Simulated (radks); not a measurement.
# Numerical settings for B⁺

Aim: see which numerical settings matter for the boron ion B+. Each run changes a setting or two against a run with the defaults. The defaults are a mesh step of 0.008 in ln r, a mesh end at 40 bohr or more, Anderson mixing 0.5 over 9 steps and a tight residual threshold, with the energy settled to 1e-9 hartree as well; every run has a cap on iterations.

Method: non-relativistic Kohn-Sham, PBEsol, spin-unpolarised, spherical densities, point nucleus. Code: radks (a radial shooting solver on a logarithmic mesh, Libxc functionals) version 1.

### Step 1. The system

* element: boron (Z = 5)
* charge: +1
* electrons: 4
* configuration: [He] 2s2

Outer shells as boxes (Hund's rule):

B⁺
```
[He] core
2s [↑↓]
```

In the logs a row gives level, spin channel, occupation and eigenvalue; Etot, Ekin, Encl (electron-nucleus), Eh (Hartree) and Exc are energies, all in hartree; err is the last residual, it the number of iterations.

### Step 2. Default settings

Input:

```text
Z 5
configuration [He] 2s2
relativity non-relativistic
functional pbe_sol,pbe_sol
spin unpolarised
nucleus point
max_iterations 99
```

The run is started by

```
python run_ks.py task.json out
```

The same process makes all the runs of this session.

Log:

```text
1s      1   2.0000          -7.07353326
2s      1   2.0000          -0.71192830
Etot -24.163004491646216
Ekin 24.06776130099435
Encl -54.41626362336105
Eh 9.587328466729982
Exc -3.4018306360094996
err 1.351835236470666e-09
it 12
```

Run time: 0.03 s. Hardware: 1 thread of Arm Neoverse V1, shared host; peak memory 0.24 GiB.

The top filled level is 2s, -19.373 eV.

Sizes of the orbitals, from the radial functions (bohr):

```csv
level,occupation,energy (eV),<r>,outermost maximum (interpolated),90 % within,nodes
1s,2,-192.48,0.3301,0.211,0.593,0
2s,2,-19.373,1.785,1.45,2.79,1
```

The radial density on a logarithmic grid:

```csv
r (bohr),4πr²ρ (e/bohr)
0.0101,0.08339
0.0136,0.1478
0.0185,0.2586
0.0252,0.4511
0.0342,0.7575
0.0464,1.233
0.0628,1.922
0.0852,2.831
0.116,3.889
0.158,4.773
0.214,5.105
0.290,4.543
0.393,3.173
0.532,1.674
0.727,0.8502
0.985,0.9137
1.33,1.204
1.81,1.063
2.45,0.5396
3.35,0.1351
4.54,0.01537
6.15,0.0005896
```

### Step 3. Mesh step in ln r 0.08

Input: that of step 2 with these lines changed.

```diff
@@ -6,2 +6,3 @@
 nucleus point
+mesh_step 0.08
 max_iterations 99
```

Log:

```text
1s      1   2.0000          -7.07353449
2s      1   2.0000          -0.71192742
Etot -24.163003186356004
Ekin 24.06775809572629
Encl -54.4162574460717
Eh 9.587326116321565
Exc -3.4018299523321596
err 2.2925947768352916e-10
it 16
```

It took 0.01 s on 1 thread of Arm Neoverse V1, shared host; peak memory 0.24 GiB.

Change of E against the default run: +0.001305 mhartree.

### Step 4. Mesh step in ln r 0.03

Input: that of step 3 with these lines changed.

```diff
@@ -6,3 +6,3 @@
 nucleus point
-mesh_step 0.08
+mesh_step 0.03
 max_iterations 99
```

Log:

```text
1s      1   2.0000          -7.07353326
2s      1   2.0000          -0.71192830
Etot -24.16300449928942
Ekin 24.067761274473398
Encl -54.416263596099384
Eh 9.587328455007853
Exc -3.40183063267129
err 1.3486157177352248e-09
it 12
```

Wall time 0.01 s (1 thread of Arm Neoverse V1, shared host); peak memory 0.24 GiB.

Change of E against the default run: under 1e-4 mhartree.

### Step 5. Mesh step in ln r 0.2

Input: that of step 4 with these lines changed.

```diff
@@ -6,3 +6,3 @@
 nucleus point
-mesh_step 0.03
+mesh_step 0.2
 max_iterations 99
```

Log:

```text
Etot -198.70070039159597
Ekin -198.70070038340603
Encl -8.189705262654871e-09
Eh 3.281365466598881e-20
Exc -2.3369426176243007e-13
err 3.3626704883517684e-12
it 99
```

Wall time 0.08 s (1 thread of Arm Neoverse V1, shared host); peak memory 0.24 GiB.

At least one occupied level has no bound solution here (a level that could not be solved has no row), so no value is taken from this run.

### Step 6. Mesh end (bohr) 5

Input: that of step 5 with these lines changed.

```diff
@@ -6,3 +6,3 @@
 nucleus point
-mesh_step 0.2
+mesh_end 5
 max_iterations 99
```

Log:

```text
1s      1   2.0000          -7.06037895
2s      1   2.0000          -0.70266466
Etot -24.156934078268232
Ekin 24.120351685241822
Encl -54.49530242202617
Eh 9.628923208794859
Exc -3.4109065502787415
err 1.1422678561481274e-09
it 12
```

It took 0.03 s on 1 thread of Arm Neoverse V1, shared host; peak memory 0.24 GiB.

Change of E against the default run: +6.07 mhartree.

### Step 7. Mesh end (bohr) 8

Input: that of step 6 with these lines changed.

```diff
@@ -6,3 +6,3 @@
 nucleus point
-mesh_end 5
+mesh_end 8
 max_iterations 99
```

Log:

```text
1s      1   2.0000          -7.07347544
2s      1   2.0000          -0.71189057
Etot -24.162992253718645
Ekin 24.067957085895856
Encl -54.41659795403901
Eh 9.587519823555821
Exc -3.4018712091313112
err 1.3479563648725757e-09
it 12
```

Run time: 0.03 s. Hardware: 1 thread of Arm Neoverse V1, shared host; peak memory 0.24 GiB.

Change of E against the default run: +0.01224 mhartree.

### Step 8. Residual threshold 1e-13

Input: that of step 7 with these lines changed.

```diff
@@ -6,3 +6,3 @@
 nucleus point
-mesh_end 8
+threshold 1e-13
 max_iterations 99
```

Log:

```text
1s      1   2.0000          -7.07353326
2s      1   2.0000          -0.71192830
Etot -24.163004491646
Ekin 24.067761300369117
Encl -54.41626362266541
Eh 9.587328466618846
Exc -3.4018306359685493
err 1.2414471788860843e-12
it 99
```

It took 0.18 s on 1 thread of Arm Neoverse V1, shared host; peak memory 0.24 GiB.

The cycle did not converge; nothing is taken from this run.

### Step 9. Residual threshold 1e-16

Input: that of step 8 with these lines changed.

```diff
@@ -6,3 +6,3 @@
 nucleus point
-threshold 1e-13
+threshold 1e-16
 max_iterations 99
```

Log:

```text
1s      1   2.0000          -7.07353326
2s      1   2.0000          -0.71192830
Etot -24.163004491646
Ekin 24.067761300369117
Encl -54.41626362266541
Eh 9.587328466618846
Exc -3.4018306359685493
err 1.2414471788860843e-12
it 99
```

It took 0.18 s on 1 thread of Arm Neoverse V1, shared host; peak memory 0.24 GiB.

The run did not meet its threshold, so it is not used.

### Step 10. Mixing 0.05

Input: that of step 9 with these lines changed.

```diff
@@ -6,3 +6,3 @@
 nucleus point
-threshold 1e-16
+mixing 0.05
 max_iterations 99
```

Log:

```text
1s      1   2.0000          -7.07353326
2s      1   2.0000          -0.71192830
Etot -24.163004491646223
Ekin 24.067761300409586
Encl -54.416263622764816
Eh 9.587328466681855
Exc -3.4018306359728454
err 3.530917865019287e-10
it 15
```

Run time: 0.04 s. Hardware: 1 thread of Arm Neoverse V1, shared host; peak memory 0.24 GiB.

Change of E against the default run: under 1e-4 mhartree.

### Step 11. Mixing history 1, mixing 0.2

Input: that of step 10 with these lines changed.

```diff
@@ -6,3 +6,4 @@
 nucleus point
-mixing 0.05
+history 1
+mixing 0.2
 max_iterations 99
```

Log:

```text
1s      1   2.0000          -7.07353326
2s      1   2.0000          -0.71192830
Etot -24.163004491646195
Ekin 24.067761299593
Encl -54.41626362212445
Eh 9.587328466834776
Exc -3.401830635949522
err 1.820942036110993e-09
it 86
```

It took 0.15 s on 1 thread of Arm Neoverse V1, shared host; peak memory 0.24 GiB.

Change of E against the default run: under 1e-4 mhartree.

### Step 12. Mixing history 1, mixing 0.05

Input: that of step 11 with these lines changed.

```diff
@@ -7,3 +7,3 @@
 history 1
-mixing 0.2
+mixing 0.05
 max_iterations 99
```

Log:

```text
1s      1   2.0000          -7.07598336
2s      1   2.0000          -0.71323550
Etot -24.163004040515258
Ekin 24.0686609356445
Encl -54.418215178229175
Eh 9.588594573057101
Exc -3.4020443709876815
err 0.002660878045585792
it 99
```

Wall time 0.19 s (1 thread of Arm Neoverse V1, shared host); peak memory 0.24 GiB.

Not converged, so its numbers are not used.

### Step 13. Mixing history 20

Input: that of step 12 with these lines changed.

```diff
@@ -6,4 +6,3 @@
 nucleus point
-history 1
-mixing 0.05
+history 20
 max_iterations 99
```

Log:

```text
1s      1   2.0000          -7.07353326
2s      1   2.0000          -0.71192829
Etot -24.16300449164627
Ekin 24.06776130057917
Encl -54.41626362281934
Eh 9.58732846655519
Exc -3.4018306359612875
err 1.6688425160772453e-09
it 16
```

Run time: 0.04 s. Hardware: 1 thread of Arm Neoverse V1, shared host; peak memory 0.24 GiB.

Change of E against the default run: under 1e-4 mhartree.

### Step 14. Iteration cap 3

Input: that of step 13 with these lines changed.

```diff
@@ -6,3 +6,2 @@
 nucleus point
-history 20
-max_iterations 99
+max_iterations 3
```

Log:

```text
1s      1   2.0000          -7.06687919
2s      1   2.0000          -0.71611632
Etot -24.162979042490868
Ekin 24.035862215852575
Encl -54.38331059264999
Eh 9.584475783704677
Exc -3.400006449398126
err 0.01803733142271618
it 3
```

It took 0.01 s on 1 thread of Arm Neoverse V1, shared host; peak memory 0.24 GiB.

The run did not meet its threshold, so it is not used.

### Step 15. What came out

```
                      setting  mesh points  iterations  converged  change of E (mhartree)    time
             Default settings         2476          12        yes                       0  0.03 s
       mesh step in ln r 0.08          248          16        yes               +0.001305  0.01 s
       mesh step in ln r 0.03          661          12        yes                       0  0.01 s
        mesh step in ln r 0.2          100          99         no                       -  0.08 s
            mesh end (bohr) 5         2216          12        yes                   +6.07  0.03 s
            mesh end (bohr) 8         2275          12        yes                +0.01224  0.03 s
     residual threshold 1e-13         2476          99         no                       -  0.18 s
     residual threshold 1e-16         2476          99         no                       -  0.18 s
                  mixing 0.05         2476          15        yes                       0  0.04 s
 mixing history 1, mixing 0.2         2476          86        yes                       0  0.15 s
mixing history 1, mixing 0.05         2476          99         no                       -  0.19 s
            mixing history 20         2476          16        yes                       0  0.04 s
              iteration cap 3         2476           3         no                       -  0.01 s
```

In words: A zero stands for a change under the printed digits. Converged yet off by more than 1 mhartree: mesh end (bohr) 5. Convergence of the cycle says nothing about the mesh. Not converged or rejected: mesh step in ln r 0.2; residual threshold 1e-13; residual threshold 1e-16; mixing history 1, mixing 0.05; iteration cap 3. A mesh that ends early acts as a hard wall.
